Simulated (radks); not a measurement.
# Shell filling in a hard-walled sphere of radius 2.09 bohr*, with a point charge of +1 at the centre, N = 24 to 27

Aim: add electrons one at a time to a hard-walled sphere of radius 2.09 bohr*, with a point charge of +1 at the centre, try the lowest free levels for each, keep the configuration of least energy, and see where shells close.

Program: radks, version 2. Model: non-relativistic spin-polarised Kohn-Sham, r2SCAN, spherically averaged shells. All values are calculated.

## (1) The system

| Item | Value |
| --- | --- |
| well | a hard-walled sphere of radius 2.09 bohr*, with a point charge of +1 at the centre |
| functional | r2SCAN |
| levels | named by radial order: 1s, 1p, 1d, 2s, 1f and so on |
| units | effective atomic units, hartree* and bohr* |
| configuration carried in | 1s2 1p6 1d10 2s2 1f(up 3, down 0) (N = 23, energy 219.724226) |

Further steps of the session: N = 24; N = 25; 26 electrons; 27 electrons.

Q: Predict the outcome of this session. Wanted: closed shells at N; most unpaired electrons; configuration at N = 27.

The runs gave:

| quantity | value |
| --- | --- |
| closed shells at N | none in this range |
| most unpaired electrons | 7 at N = 27 |
| configuration at N = 27 | 1s2 1p6 1d10 2s2 1f(up 7, down 0) |

In words: No closed-shell configuration falls in this range. Among the lowest states kept at each count, up to 7 electrons are unpaired (N = 27), since exchange favours parallel spins. The model keeps every shell spherical, so real clusters and dots, which can deform, may order levels otherwise.
